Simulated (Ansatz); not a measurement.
# C6H15GaO3: a ladder of functionals and wavefunction methods

One table from this session's results is given with a row withheld; the runs are named, their logs left out.

Method: functionals in def2-TZVPP, the program's frozen cores in correlated methods; program: Ansatz 0.2.0, Gaussian basis.

The runs, in order: LDA (SPW92), PBE-D4, revPBE-D4, BLYP-D4, r2SCAN-D4, B97M-V, PBE0-D4, B3LYP-D4, r2SCANh-D4, r2SCAN0-D4, HSE06-D4, BHLYP-D4, CAM-B3LYP-D4, LC-ωPBE, ωB97X-V, ωB97M-V, B2PLYP, PBE-QIDH; CCSD(T)/def2-SVP; CCSD(T)/def2-TZVPP; MP2/def2-QZVPP; extrapolation to the limit; RPA on PBE.

### Structure used throughout

All runs share one geometry, relaxed beforehand with PBE0-D4 in a triple-zeta def2 set.

SMILES `CC[O][Ga]([O]CC)[O]CC`, 25 atoms, charge 0, spin multiplicity 1.

Atoms are counted from 1 here; the program's logs count them from 0.

Bond lengths: C1–C2 1.513 Å, C1–H11 1.093 Å, C1–H12 1.094 Å, C1–H13 1.093 Å, C2–O3 1.414 Å, C2–H14 1.098 Å, C2–H15 1.096 Å, O3–Ga4 1.774 Å, Ga4–O5 1.773 Å, Ga4–O8 1.774 Å, O5–C6 1.414 Å, C6–C7 1.513 Å, C6–H16 1.098 Å, C6–H17 1.096 Å, C7–H18 1.093 Å, C7–H19 1.094 Å, C7–H20 1.093 Å, O8–C9 1.414 Å and more. Angles: C2–C1–H11 110.7°, C2–C1–H12 110.7°, C2–C1–H13 110.5°, H11–C1–H12 107.7°, H11–C1–H13 108.3°, H12–C1–H13 108.9°, C1–C2–O3 112.6°, C1–C2–H14 109.7°, C1–C2–H15 110.0°, O3–C2–H14 110.8°, O3–C2–H15 106.5°, H14–C2–H15 107.1°, C2–O3–Ga4 122.3°, O3–Ga4–O5 120.0°, O3–Ga4–O8 120.1°, O5–Ga4–O8 119.9°, Ga4–O5–C6 122.3°, O5–C6–C7 112.6° and more.

Set-up of the first run:

Input file in.yaml:

```yaml
crystal:
  periodic: [false, false, false]
  atoms:
    - {symbol: C, position_ang: [-0.644304, -1.796721, 2.833086]}
    - {symbol: C, position_ang: [-1.584444, -0.813650, 2.171674]}
    - {symbol: O, position_ang: [-0.901288, 0.234791, 1.514158]}
    - {symbol: Ga, position_ang: [0.162101, -0.052735, 0.124159]}
    - {symbol: O, position_ang: [1.110111, 1.281580, -0.558134]}
    - {symbol: C, position_ang: [1.025128, 2.600986, -0.057645]}
    - {symbol: C, position_ang: [-0.337868, 3.218817, -0.277479]}
    - {symbol: O, position_ang: [0.300588, -1.680037, -0.567441]}
    - {symbol: C, position_ang: [1.041895, -1.937054, -1.743437]}
    - {symbol: C, position_ang: [0.454627, -1.257761, -2.960687]}
    - {symbol: H, position_ang: [-1.205156, -2.557695, 3.382497]}
    - {symbol: H, position_ang: [-0.031927, -2.309436, 2.084986]}
    - {symbol: H, position_ang: [0.014825, -1.282055, 3.536317]}
    - {symbol: H, position_ang: [-2.245123, -1.345106, 1.474195]}
    - {symbol: H, position_ang: [-2.224762, -0.342591, 2.925597]}
    - {symbol: H, position_ang: [1.276507, 2.630026, 1.010706]}
    - {symbol: H, position_ang: [1.790085, 3.182923, -0.583457]}
    - {symbol: H, position_ang: [-0.351219, 4.256440, 0.067032]}
    - {symbol: H, position_ang: [-1.104321, 2.671920, 0.279926]}
    - {symbol: H, position_ang: [-0.597453, 3.206509, -1.338761]}
    - {symbol: H, position_ang: [1.037560, -3.023775, -1.882604]}
    - {symbol: H, position_ang: [2.089059, -1.631956, -1.618435]}
    - {symbol: H, position_ang: [1.013567, -1.527140, -3.860953]}
    - {symbol: H, position_ang: [-0.586883, -1.556846, -3.100816]}
    - {symbol: H, position_ang: [0.498685, -0.169454, -2.854476]}
basis:
  gaussian: {orbitals: def2-TZVPP}
hamiltonian: {xc: lda}
output: {orbitals: {seedname: orbitals}}
```

Command:

```sh
> ansatz run in.yaml --threads 4 --pin off --events-out ev --progress --plain --max-ram 66560MiB --backend cuda --devices 0, --max-vram 37GiB
```

Steps of the session up to this table: LDA; PBE-D4 (GGA); revPBE-D4 (GGA); BLYP-D4 (GGA); r2SCAN-D4 (meta-GGA); B97M-V (meta-GGA); B3LYP-D4 (hybrid); r2SCANh-D4 (hybrid); r2SCAN0-D4 (hybrid); HSE06-D4 (hybrid); BHLYP-D4 (hybrid); CAM-B3LYP-D4 (range-separated); LC-ωPBE (range-separated); ωB97X-V (range-separated); ωB97M-V (range-separated); B2PLYP (double hybrid); PBE-QIDH (double hybrid).

One of the session's tables, all rows but one given; the rest of the session is left out.

It belongs to the step «Orbital energies across the functionals». 

```
  functional  HOMO (eV)  gap (eV)
 LDA (SPW92)      -6.41      4.70
      PBE-D4      -6.23      4.84
   revPBE-D4      -6.16      4.93
     BLYP-D4          ?         ?
   r2SCAN-D4      -6.55      5.44
      B97M-V      -6.69      5.36
     PBE0-D4      -7.78      7.37
    B3LYP-D4      -7.54      6.80
  r2SCANh-D4      -7.13      6.37
  r2SCAN0-D4      -8.01      7.76
    HSE06-D4      -7.37      6.59
    BHLYP-D4      -9.28      9.77
CAM-B3LYP-D4      -9.24      9.79
     LC-ωPBE     -10.56     12.49
     ωB97X-V     -10.25     11.89
     ωB97M-V     -10.19     11.58
```

**Question.** Estimate the row for BLYP-D4.

Worked estimate for «HOMO (eV)». Against the share of exact exchange, B3LYP-D4 (0.2, -7.54), BHLYP-D4 (0.5, -9.28) give a slope of -5.80 per unit share; at 0 the line stands at -6.38.

As computed: HOMO (eV): -6.14; gap (eV): 4.79. In «HOMO (eV)» the line misses by -0.24.
